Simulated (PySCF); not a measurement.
# doublet AlCl2F− at 6 levels

Aim: a comparison of 6 runs (UB2PLYP/def2-SVPD, UBHLYP/def2-SVPD, UM06-L/def2-SVPD, UPBE0/def2-SVPD, USVWN5/def2-SVPD, USCS-MP2/def2-SVPD) of doublet AlCl2F−. The job is set up through a Python script.

Program for the calculation: PySCF 2.14.0.

1 further run of the same task is left out (set aside as unsound or not needed).

## (1) Starting point

AlCl2F−: 4 atoms, total charge -1, spin state doublet. SMILES of the parent species: `[F][Al]([Cl])[Cl]`. The shape is that of a PBE0-D4/def2-TZVP optimisation. That shape belongs to the parent species and isn't relaxed for this state.

Bond lengths: F1–Al2 1.633 Å, Al2–Cl3 2.065 Å, Al2–Cl4 2.065 Å. Angles: F1–Al2–Cl3 119.2°, F1–Al2–Cl4 119.2°, Cl3–Al2–Cl4 121.5°.

## (2) A single-point energy at UB2PLYP/def2-SVPD (run 1)

File run.py:

```python
from pyscf import gto, dft, mp

mol = gto.Mole()
mol.atom = [
    ('F', (0.087420, 0.388220, 1.682350)),
    ('Al', (0.004800, 0.021530, 0.093600)),
    ('Cl', (1.223040, -1.463690, -0.663450)),
    ('Cl', (-1.315270, 1.053930, -1.112510)),
]
mol.verbose = 3
mol.max_memory = 1860
mol.charge = -1
mol.basis = 'def2-svpd'
mol.spin = 1
mol.build()

mf = dft.UKS(mol)
mf.xc = '0.53*HF + 0.47*B88, 0.73*LYP'
mf.grids.level = 5
mf.conv_tol = 1e-10
mf.kernel()
if not mf.converged:
    mf = mf.newton().run(mf.mo_coeff, mf.mo_occ)

pt = mp.MP2(mf, frozen=16).run()
etot = mf.e_tot + 0.27 * pt.e_corr
print('PT2 part  %.8f' % (0.27 * pt.e_corr))
print('E = %.10f Eh' % etot)
```

The run is started by

```
$ OMP_NUM_THREADS=1 python run.py
```

Log:

```text
WARN: HOMO -0.0704494552151922 >= LUMO -0.0704494552151935

converged SCF energy = -1261.8159350368  <S^2> = 0.75173084  2S+1 = 2.0017301
E(UMP2) = -1262.50038375361  E_corr = -0.684448716807546
E(SCS-UMP2) = -1262.46846775879  E_corr = -0.652532721991067
PT2 part  -0.18480115
E = -1262.0007361903 Eh
```

Wall time 34 s (1 thread of Arm Neoverse V1, shared host); peak memory 0.54 GiB.

## (3) A single-point energy at UBHLYP/def2-SVPD (run 2)

File input.py:

```python
from pyscf import gto, dft

mol = gto.M(
    atom=[
    ('F', (0.087420, 0.388220, 1.682350)),
    ('Al', (0.004800, 0.021530, 0.093600)),
    ('Cl', (1.223040, -1.463690, -0.663450)),
    ('Cl', (-1.315270, 1.053930, -1.112510)),
],
    max_memory=1860,
    spin=1,
    verbose=4,
    basis='def2-svpd',
    charge=-1,
)

mf = dft.UKS(mol)
mf.xc = 'bhandhlyp'
mf.conv_tol = 1e-10
mf.grids.level = 5
mf.kernel()
if not mf.converged:
    mf = mf.newton().run(mf.mo_coeff, mf.mo_occ)

e_tot = mf.e_tot
print('E = %.10f Eh' % e_tot)
```

The run is started by

```
$ OMP_NUM_THREADS=1 python input.py
```

Log:

```text
PySCF version 2.14.0

[... 53 lines left out ...]
WARN: HOMO -0.0794824386940913 >= LUMO -0.0794824386940909
[... 50 lines left out ...]
converged SCF energy = -1262.43717160359  <S^2> = 0.75127818  2S+1 = 2.0012778
E = -1262.4371716036 Eh
```

It took 33 s on 1 thread of Arm Neoverse V1, shared host; peak memory 0.53 GiB.

## (4) A single-point energy at UM06-L/def2-SVPD (run 3)

File start.xyz:

```xyz
4
AlCl2F
F      0.087420     0.388220     1.682350
Al     0.004800     0.021530     0.093600
Cl     1.223040    -1.463690    -0.663450
Cl    -1.315270     1.053930    -1.112510
```

File calc.py:

```python
from pyscf import gto, dft

molecule = gto.M(
    atom='start.xyz',
    max_memory=1860,
    spin=1,
    charge=-1,
    basis='def2-svpd',
    verbose=3,
)

mf = dft.UKS(molecule, xc='m06-l')
mf.grids.level = 5
mf.conv_tol = 1e-10
mf.kernel()
if not mf.converged:
    mf = mf.newton().run(mf.mo_coeff, mf.mo_occ)

energy = mf.e_tot
print(f'total energy: {energy:.8f} hartree')
```

The run is started by

```
$ OMP_NUM_THREADS=1 python calc.py
```

Log:

```text
WARN: HOMO -0.0868624528481776 >= LUMO -0.0868624528481785

converged SCF energy = -1262.44247723528  <S^2> = 0.75538643  2S+1 = 2.0053792
total energy: -1262.44247724 hartree
```

It took 78 s on 1 thread of Arm Neoverse V1, shared host; peak memory 0.59 GiB.

Runs 4 to 5 aren't shown in full; the table further down has their settings and results.

## (5) The energy at USCS-MP2/def2-SVPD (run 6)

File calc.py:

```python
from pyscf import gto, scf, mp

system = gto.M(
    atom='''
F      0.165200     0.733629     3.179181
Al     0.009071     0.040686     0.176878
Cl     2.311211    -2.765973    -1.253739
Cl    -2.485500     1.991639    -2.102339
''',
    charge=-1,
    unit='bohr',
    verbose=3,
    max_memory=1860,
    basis='def2-svpd',
    spin=1,
)

myscf = scf.UHF(system)
myscf.conv_tol = 1e-10
myscf.kernel()
if not myscf.converged:
    myscf = myscf.newton().run(myscf.mo_coeff, myscf.mo_occ)

pt = mp.MP2(myscf, frozen=16).run()
etot = myscf.e_tot + 1.2 * pt.e_corr_os + pt.e_corr_ss / 3
print('Final energy', etot)
```

The run is started by

```
$ OMP_NUM_THREADS=1 python calc.py
```

Log:

```text
converged SCF energy = -1260.13671176424  <S^2> = 0.7531721  2S+1 = 2.0031696
E(UMP2) = -1260.69562854786  E_corr = -0.558916783625097
E(SCS-UMP2) = -1260.67080853526  E_corr = -0.534096771017543
Final energy -1260.6708085352564
```

Run time: 5.1 s. Hardware: 1 thread of Arm Neoverse V1, shared host; peak memory 0.27 GiB.

## (6) Overview of the runs

```
run               level  frozen core orbitals  integration grid   energy (Eh)  HOMO energy (eV)  LUMO energy (eV)   ⟨S²⟩  wall time
  1   UB2PLYP/def2-SVPD                    16                 5  -1262.000736              0.97              3.46  0.752       34 s
  2    UBHLYP/def2-SVPD                     –                 5  -1262.437172              0.93              3.22  0.751       33 s
  3    UM06-L/def2-SVPD                     –                 5  -1262.442477              2.31              2.48  0.755       78 s
  4     UPBE0/def2-SVPD                     –                 5  -1261.961374              1.24              2.91  0.752       33 s
  5    USVWN5/def2-SVPD                     –                 5  -1257.838495              1.57              2.00  0.751       18 s
  6  USCS-MP2/def2-SVPD                    16                 –  -1260.670809              0.48              4.62  0.753      5.1 s
```

## (7) What came out

```
                                                         quantity           value
                                              run 6: total energy  -1260.67081 Eh
run 6: HOMO energy (Hartree–Fock orbitals) (highest over α and β)         0.48 eV
 run 6: LUMO energy (Hartree–Fock orbitals) (lowest over α and β)         4.62 eV
              run 6: correlation energy (16 core orbitals frozen)      -534.1 mEh
                         run 6: ⟨S²⟩ of the reference determinant           0.753
```

In words: Totals of different functionals can't be ranked against each other. In runs 1, 2, 3, 4, 5, 6 the HOMO lies above zero, so the outermost electron may be held by the basis alone. All runs together took 3.3 min, the longest 78 s.
